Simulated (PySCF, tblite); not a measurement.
**C₇H₁₅PSi: geometry, infrared bands and NMR shifts**

Wanted: the infrared bands and NMR shifts of C₇H₁₅PSi (`CC1=CP1C[Si](C)(C)C`), by calculation.

Computed with tblite 0.8.0 and PySCF 2.14.0, with density-fitted response routines of our own, on a single molecule in the gas phase. Atoms count from 0, in the outputs and in this text.

## (1) The starting structure

24 atoms, charge 0, multiplicity 1; geometry from: force field or distance geometry start.

Bonds of the start (Å): C0–C1 1.53, C1–C2 1.32, C2–P3 1.83, P3–C4 1.85, C4–Si5 1.85, Si5–C6 1.88, Si5–C7 1.84, Si5–C8 1.88, P3–C1 1.84, C0–H9 1.09, C0–H10 1.10, C0–H11 1.14, C2–H12 1.10, C4–H13 1.12, C4–H14 1.12, C6–H15 1.10, C6–H16 1.13, C6–H17 1.12, C7–H18 1.12, C7–H19 1.13, C7–H20 1.11, C8–H21 1.12, C8–H22 1.10, C8–H23 1.10.

## (2) Geometry optimisation with GFN2-xTB

The job: settings as JSON, then the geometry in Å.

```
{"job": {"kind": "relax", "xc": "GFN2-xTB", "basis": "xTB"}, "charge": 0, "multiplicity": 1}
C      4.238500    -0.717900    -0.228600
C      3.035900    -0.280200    -1.063600
C      2.554000     0.427900    -2.062500
P      1.218800    -0.503500    -1.227000
C      0.288600     0.396500     0.089300
Si    -1.538800     0.096900     0.051600
C     -1.982900    -1.438900     1.034500
C     -2.273500     0.022700    -1.629400
C     -2.268400     1.539900     1.018900
H      4.700800    -1.599600    -0.671100
H      4.917300     0.124500    -0.028900
H      3.878600    -1.034800     0.801300
H      2.823300     1.135200    -2.859700
H      0.728900     0.115600     1.082600
H      0.493800     1.492400    -0.019800
H     -1.865200    -2.365400     0.451400
H     -1.403800    -1.505900     2.001100
H     -3.052200    -1.331200     1.363500
H     -2.164700    -0.972500    -2.122600
H     -3.384300     0.175600    -1.500600
H     -1.929700     0.825800    -2.309400
H     -1.636500     1.602400     1.946600
H     -2.068600     2.462800     0.448000
H     -3.321600     1.351400     1.275300
```

Launch:

```
> OMP_NUM_THREADS=1 python probes_run.py task.json out
```

The driver reads the jobs from task.json and runs them one after another.

**Question.** This job is followed by: GFN2-xTB harmonic vibrations, gas phase; GIAO PBE0/pcSseg-1 NMR shielding, non-relativistic, gas phase. Predict these results of the whole session: strongest single infrared mode (GFN2-xTB); zero-point energy (GFN2-xTB); 13C shifts against TMS (PBE0/pcSseg-1, means over atoms taken as alike); 1H shifts against TMS (PBE0/pcSseg-1, means over atoms taken as alike); 31P shifts against H3PO4 (PBE0/pcSseg-1); 29Si shifts against TMS (PBE0/pcSseg-1); surface potential, 1st and 99th percentile.

**Answer**, as computed:

```
                                                               quantity                               value
                              strongest single infrared mode (GFN2-xTB)                872 cm⁻¹, 303 km/mol
                                           zero-point energy (GFN2-xTB)                      122.6 kcal/mol
13C shifts against TMS (PBE0/pcSseg-1, means over atoms taken as alike)  150.1, 125.6, 29.8, 17.2, -0.3 ppm
 1H shifts against TMS (PBE0/pcSseg-1, means over atoms taken as alike)          7.67, 2.62, 0.10, 0.09 ppm
                               31P shifts against H3PO4 (PBE0/pcSseg-1)                          -206.7 ppm
                                29Si shifts against TMS (PBE0/pcSseg-1)                             1.8 ppm
                                  surface potential, 1st and 99th percentile                  -1.03 V and 0.86 V
```

**Reading.** The optimisation took 198 steps and gained 0.885 eV; among the close pairs (by a distance rule), Si5–C7 changed most, from 1.836 to 1.908 Å. No mode is imaginary among the 66: a minimum at this level. The strongest single mode, at 872 cm⁻¹, has its largest shares on Si5, H23, H17 and H19 (the list is cut at 4 atoms). GFN2-xTB is a fitted tight-binding method: band positions and strengths are rough. Its intensities can rank the bands wrongly. H12 (hydrogen on an alkene CH) lies farthest downfield among hydrogen, at 7.67 ppm; olefinic region. At PBE0/pcSseg-1: Shielding is most anisotropic at P3 (span 767 ppm, paramagnetic term -442 ppm).
